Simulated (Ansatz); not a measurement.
# Ga4AsN3: the cost of one run

Program: Ansatz 0.2.0. Level of theory: DFT PBE, scalar-relativistic, plane waves, PAW. These are calculated values, not measurements.

## Step 1: Starting point

Symmetry: Pm-3m, No. 221, cubic system. Conventional cell: a = 5.052 Å, b = 5.052 Å, c = 5.052 Å, α = 90.00°, β = 90.00°, γ = 90.00°. Around Ga (site symmetry 4/mmm) lie 2 As at 2.53 Å and 4 N at 2.53 Å. Ga (site symmetry m-3m) is surrounded by 6 N at 2.53 Å. As (site symmetry m-3m) has 6 Ga at 2.53 Å as nearest neighbours. N (site symmetry 4/mmm) has 6 Ga at 2.53 Å as nearest neighbours.

As a file:

```xyz
8
Lattice="5.0518 0.0000 0.0000 0.0000 5.0518 0.0000 0.0000 0.0000 5.0518" Properties=species:S:1:pos:R:3 pbc="T T T"
Ga    0.0000    2.5259    0.0000
Ga    2.5259    2.5259    2.5259
Ga    0.0000    0.0000    2.5259
Ga    2.5259    0.0000    0.0000
As    0.0000    0.0000    0.0000
N     2.5259    0.0000    2.5259
N     2.5259    2.5259    0.0000
N     0.0000    2.5259    2.5259
```

The start is an ordering of an alloy on its end members' structure types: elements ordered on the sites of the GaN type, As/N on N (Pm-3m, No. 221).

## Step 2: A first look at the guess

input.yaml

```yaml
crystal:
  lattice:
    - [5.05175633, 0.0, 0.0]
    - [0.0, 5.05175633, 0.0]
    - [0.0, 0.0, 5.05175633]
  atoms:
    - { symbol: Ga, position: [0.0, 0.5, 0.0] }
    - { symbol: Ga, position: [0.5, 0.5, 0.5] }
    - { symbol: Ga, position: [0.0, 0.0, 0.5] }
    - { symbol: Ga, position: [0.5, 0.0, 0.0] }
    - { symbol: As, position: [0.0, 0.0, 0.0] }
    - { symbol: "N", position: [0.5, 0.0, 0.5] }
    - { symbol: "N", position: [0.5, 0.5, 0.0] }
    - { symbol: "N", position: [0.0, 0.5, 0.5] }
basis:
  ecutwfc: 420
kpoints:
  mp_grid: { grid: [4, 4, 4] }
hamiltonian:
  xc: pbe
scf:
  occupations: { method: gaussian, width: 0.1 }
  lower_state_search: "off"
output:
  forces: true
  stress: true
  eigenvalues: true
```

Run with:

```console
> ansatz run input.yaml --threads 1 --pin off --max-ram 2560MiB --backend cpu --events-out ev --progress --plain --runs-dir out
```

**Question.** How long does this run take on 1 thread of Intel Xeon at 2.50GHz (Skylake/Cascade Lake), shared host, and how much memory does it need?

About 9.7 s, with a peak of 0.42 GiB.
